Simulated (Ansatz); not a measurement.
# CH₄O₂Sn: basis-set convergence

Aim: see how fast density functionals converge with the basis set for CH₄O₂Sn.

Program: Ansatz 0.2.0, Gaussian basis. Level of theory: one geometry, several basis sets. These are calculated values, not measurements.

The runs, in order: PBE0-D4/def2-SVP; ωB97M-V/def2-SVP; PBE0-D4/def2-QZVPP; ωB97M-V/def2-QZVPP; the functionals' def2-TZVPP values are taken from earlier runs.

### 1 Structure used throughout

All runs share one geometry, relaxed beforehand with PBE0-D4 in a triple-zeta def2 set. Sn takes the def2 core potential; no spin-orbit term is included.

SMILES `O=C[O][SnH3]`, 8 atoms, charge 0, spin multiplicity 1.

Atoms are counted from 1 here; the program's logs count them from 0.

Bond lengths: O1–C2 1.213 Å, C2–O3 1.301 Å, C2–H5 1.100 Å, O3–Sn4 2.055 Å, Sn4–H6 1.695 Å, Sn4–H7 1.695 Å, Sn4–H8 1.705 Å. Angles: O1–C2–O3 123.7°, O1–C2–H5 122.7°, O3–C2–H5 113.6°, C2–O3–Sn4 107.2°, O3–Sn4–H6 108.9°, O3–Sn4–H7 108.9°, O3–Sn4–H8 96.7°, H6–Sn4–H7 116.3°, H6–Sn4–H8 112.1°, H7–Sn4–H8 112.1°.

As a file:

```
O     1.0455   -0.6385    1.2361
C     1.4631    0.2107    0.4770
O     0.7546    0.7350   -0.4794
Sn   -1.1020   -0.1443   -0.4125
H     2.4864    0.6106    0.5369
H    -1.8455    0.2571    1.0564
H    -0.9370   -1.7981   -0.7432
H    -1.7728    0.7103   -1.7271
```

### 2 PBE0-D4 in def2-SVP

Input file in.yaml:

```yaml
crystal:
  periodic: [false, false, false]
  atoms:
    - {symbol: O, position_ang: [1.045519, -0.638535, 1.236141]}
    - {symbol: C, position_ang: [1.463099, 0.210710, 0.477013]}
    - {symbol: O, position_ang: [0.754579, 0.735002, -0.479432]}
    - {symbol: Sn, position_ang: [-1.102028, -0.144259, -0.412514]}
    - {symbol: H, position_ang: [2.486438, 0.610625, 0.536854]}
    - {symbol: H, position_ang: [-1.845508, 0.257138, 1.056423]}
    - {symbol: H, position_ang: [-0.936957, -1.798065, -0.743165]}
    - {symbol: H, position_ang: [-1.772841, 0.710283, -1.727121]}
basis:
  gaussian: {orbitals: def2-SVP}
hamiltonian: {xc: pbe0, dispersion: d4}
output: {orbitals: {seedname: orbitals}}
```

The run is started by

```
$ ansatz run in.yaml --threads 2 --pin off --events-out ev --progress --plain --max-ram 4352MiB
```

Further steps of the session: ωB97M-V in def2-SVP; PBE0-D4 in def2-QZVPP; ωB97M-V in def2-QZVPP.

Before running them: what should the planned runs give, taken together? Wanted: PBE0-D4: double and triple zeta above quadruple; ωB97M-V: double and triple zeta above quadruple.

As calculated:

```
                                       quantity          value
PBE0-D4: double and triple zeta above quadruple  6.77, 0.35 eV
ωB97M-V: double and triple zeta above quadruple  6.97, 0.33 eV
```

**Reading.** PBE0-D4 gains 6.42 eV from double to triple zeta, then 0.35 eV more. These are total energies; as a rule much of such shifts cancels in differences, which this series doesn't test. The LUMO of ωB97M-V is positive and keeps falling with the basis (1.38 to 0.64 eV): an unbound level that the basis holds in place.
